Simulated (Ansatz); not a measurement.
# BeS2: the cost of one run

Program: Ansatz 0.2.0. Level of theory: DFT PBE, scalar-relativistic, plane waves, PAW. These are calculated values, not measurements.

## 1. The starting structure

The structure is tetragonal, space group I4/mmm (No. 139). Conventional cell: a = 3.996 Å, b = 3.996 Å, c = 6.553 Å, α = 90.00°, β = 90.00°, γ = 90.00°. Be (site symmetry 4/mmm) is surrounded by 10 S at 2.67 to 2.89 Å. Around S (site symmetry 4mm) lie 1 S at 1.22 Å.

As a file:

```cif
data_structure
_symmetry_space_group_name_H-M 'P 1'
_symmetry_Int_Tables_number 1
_cell_length_a 4.3266
_cell_length_b 4.3266
_cell_length_c 4.3266
_cell_angle_alpha 124.999
_cell_angle_beta 124.999
_cell_angle_gamma 81.541
_cell_volume 52.31
loop_
_atom_site_label
_atom_site_type_symbol
_atom_site_fract_x
_atom_site_fract_y
_atom_site_fract_z
_atom_site_occupancy
Be1 Be 0.00000 0.00000 0.00000 1
S1 S 0.59300 0.59300 0.00000 1
S2 S 0.40700 0.40700 0.00000 1
```

This is candidate A: CaC2 type (I4/mmm, No. 139).

(A quick probe on a coarse mesh, which set the mesh and smearing, is not shown.)

## 3. Coarse relaxation (candidate A)

Input file input.yaml:

```yaml
crystal:
  lattice:
    - [-1.9978372521, 1.9978372521, 3.2766585266]
    - [1.9978372521, -1.9978372521, 3.2766585266]
    - [1.9978372521, 1.9978372521, -3.2766585266]
  atoms:
    - { symbol: Be, position: [0.0, 0.0, 0.0] }
    - { symbol: S, position: [0.593, 0.593, 0.0] }
    - { symbol: S, position: [0.407, 0.407, 0.0] }
basis:
  ecutwfc: 420
kpoints:
  mp_grid: { grid: [6, 6, 6] }
hamiltonian:
  xc: pbe
scf:
  occupations: { method: gaussian, width: 0.1 }
  lower_state_search: "off"
output:
  forces: true
  stress: true
  eigenvalues: true
relax:
  adjacent_minimum: "off"
  f_tol: 0.04
  max_steps: 70
  cell: { stress_tol: 0.4 }
```

On the command line:

```console
$ ansatz run input.yaml --threads 1 --pin off --max-ram 2560MiB --backend cpu --events-out ev --progress --plain --runs-dir out
```

Q: Estimate wall time and peak memory on 1 thread of Intel Xeon Platinum 8375C at 2.90GHz (Ice Lake), shared host.

About 21 s, with a peak of 0.39 GiB.
